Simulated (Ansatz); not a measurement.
# Ti2C: the cost of one run

Method: DFT PBEsol, scalar-relativistic, plane waves, PAW, in Ansatz 0.2.0.

2 further runs of the same task are left out: 2 set aside as unsound or not needed.

## Step 1: Starting point

It takes space group Fd-3m (No. 227, cubic). The conventional cell has a = 8.549 Å, b = 8.549 Å, c = 8.549 Å, α = 90.00°, β = 90.00°, γ = 90.00°. Ti (site symmetry 3m) has 3 C at 2.09 Å as nearest neighbours. C (site symmetry -3m) has 6 Ti at 2.09 Å as nearest neighbours.

Structure file:

```cif
data_structure
_symmetry_space_group_name_H-M 'P 1'
_symmetry_Int_Tables_number 1
_cell_length_a 6.0452
_cell_length_b 6.0452
_cell_length_c 6.0452
_cell_angle_alpha 60.000
_cell_angle_beta 60.000
_cell_angle_gamma 60.000
_cell_volume 156.21
loop_
_atom_site_label
_atom_site_type_symbol
_atom_site_fract_x
_atom_site_fract_y
_atom_site_fract_z
_atom_site_occupancy
Ti1 Ti 0.85727 0.38091 0.38091 1
Ti2 Ti 0.38091 0.38091 0.38091 1
Ti3 Ti 0.38091 0.38091 0.85727 1
Ti4 Ti 0.86909 0.39273 0.86909 1
Ti5 Ti 0.86909 0.86909 0.86909 1
Ti6 Ti 0.39273 0.86909 0.86909 1
Ti7 Ti 0.86909 0.86909 0.39273 1
Ti8 Ti 0.38091 0.85727 0.38091 1
C1 C 0.62500 0.62500 0.62500 1
C2 C 0.12500 0.62500 0.62500 1
C3 C 0.62500 0.62500 0.12500 1
C4 C 0.62500 0.12500 0.62500 1
```

It goes back to an entry of the Materials Project, which need not be the stable form.

This cell was relaxed beforehand with the same method: volume 13.02 Å³/atom, gap on the mesh none (metal).

## Step 2: The unstrained reference

input.yaml

```yaml
crystal:
  lattice:
    - [0.0, 4.2745698784, 4.2745698784]
    - [4.2745698784, 0.0, 4.2745698784]
    - [4.2745698784, 4.2745698784, 0.0]
  atoms:
    - { symbol: Ti, position: [0.8572739435, 0.3809086855, 0.3809086855] }
    - { symbol: Ti, position: [0.3809086855, 0.3809086855, 0.3809086855] }
    - { symbol: Ti, position: [0.3809086855, 0.3809086855, 0.8572739435] }
    - { symbol: Ti, position: [0.8690913145, 0.3927260565, 0.8690913145] }
    - { symbol: Ti, position: [0.8690913145, 0.8690913145, 0.8690913145] }
    - { symbol: Ti, position: [0.3927260565, 0.8690913145, 0.8690913145] }
    - { symbol: Ti, position: [0.8690913145, 0.8690913145, 0.3927260565] }
    - { symbol: Ti, position: [0.3809086855, 0.8572739435, 0.3809086855] }
    - { symbol: C, position: [0.625, 0.625, 0.625] }
    - { symbol: C, position: [0.125, 0.625, 0.625] }
    - { symbol: C, position: [0.625, 0.625, 0.125] }
    - { symbol: C, position: [0.625, 0.125, 0.625] }
basis:
  ecutwfc: 420
kpoints:
  mp_grid: { grid: [8, 8, 8] }
hamiltonian:
  xc: pbesol
scf:
  occupations: { method: gaussian, width: 0.1 }
output:
  forces: true
  stress: true
  eigenvalues: true
```

Command:

```console
> ansatz run input.yaml --threads 2 --pin off --max-ram 5120MiB --backend cpu --events-out ev --progress --plain --runs-dir out
```

**Question.** How long does this run take on 2 threads of Intel Xeon 6975P-C (Granite Rapids), shared host, and how much memory does it need?

About 5.2 s, with a peak of 0.66 GiB.
